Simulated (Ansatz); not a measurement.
# H6NSbSi: basis-set convergence

The task here is to estimate one member of a computed series from the others.

The runs use Ansatz 0.2.0, Gaussian basis; one geometry, several basis sets.

The runs, in order: PBE0-D4/def2-SVP; ωB97M-V/def2-SVP; PBE0-D4/def2-QZVPP; ωB97M-V/def2-QZVPP; the functionals' def2-TZVPP values are taken from earlier runs.

### The relaxed structure

All runs share one geometry, relaxed beforehand with PBE0-D4 in a triple-zeta def2 set. Sb takes the def2 core potential; no spin-orbit term is included.

SMILES `[NH2][SbH][SiH3]`, 9 atoms, charge 0, spin multiplicity 1.

Atoms are counted from 1 here; the program's logs count them from 0.

Bond lengths: N1–Sb2 2.046 Å, N1–H4 1.012 Å, N1–H5 1.012 Å, Sb2–Si3 2.588 Å, Sb2–H6 1.711 Å, Si3–H7 1.489 Å, Si3–H8 1.490 Å, Si3–H9 1.489 Å. Angles: Sb2–N1–H4 110.7°, Sb2–N1–H5 113.7°, H4–N1–H5 107.9°, N1–Sb2–Si3 98.2°, N1–Sb2–H6 93.7°, Si3–Sb2–H6 90.0°, Sb2–Si3–H7 109.7°, Sb2–Si3–H8 110.4°, Sb2–Si3–H9 111.2°, H7–Si3–H8 108.1°, H7–Si3–H9 108.5°, H8–Si3–H9 108.9°.

Set-up of the first run:

in.yaml reads:

```yaml
crystal:
  periodic: [false, false, false]
  atoms:
    - {symbol: N, position_ang: [-0.047893, 0.620329, -1.934282]}
    - {symbol: Sb, position_ang: [1.099091, 0.995960, -0.282279]}
    - {symbol: Si, position_ang: [0.038665, -0.747715, 1.308754]}
    - {symbol: H, position_ang: [0.432534, -0.005784, -2.568289]}
    - {symbol: H, position_ang: [-0.950082, 0.214169, -1.720087]}
    - {symbol: H, position_ang: [0.035457, 2.193843, 0.320123]}
    - {symbol: H, position_ang: [0.618994, -2.091661, 1.038719]}
    - {symbol: H, position_ang: [-1.432430, -0.825300, 1.086466]}
    - {symbol: H, position_ang: [0.293964, -0.400243, 2.733775]}
basis:
  gaussian: {orbitals: def2-SVP}
hamiltonian: {xc: pbe0, dispersion: d4}
output: {orbitals: {seedname: orbitals}}
```

Among the steps run: PBE0-D4 in def2-SVP; ωB97M-V in def2-SVP; PBE0-D4 in def2-QZVPP; ωB97M-V in def2-QZVPP.

One of the session's tables, all rows but one given; the rest of the session is left out.

It belongs to the step «Functionals by basis». 

| functional | basis | HOMO (eV) |
| --- | --- | --- |
| PBE0-D4 | def2-SVP | ? |
| PBE0-D4 | def2-TZVPP | -6.90 |
| PBE0-D4 | def2-QZVPP | -6.92 |
| ωB97M-V | def2-SVP | -8.78 |
| ωB97M-V | def2-TZVPP | -8.90 |
| ωB97M-V | def2-QZVPP | -8.92 |

Q: Estimate the row for PBE0-D4, def2-SVP from the others.

The run gave: HOMO (eV): -6.78. In the column «HOMO (eV)» it is the highest.
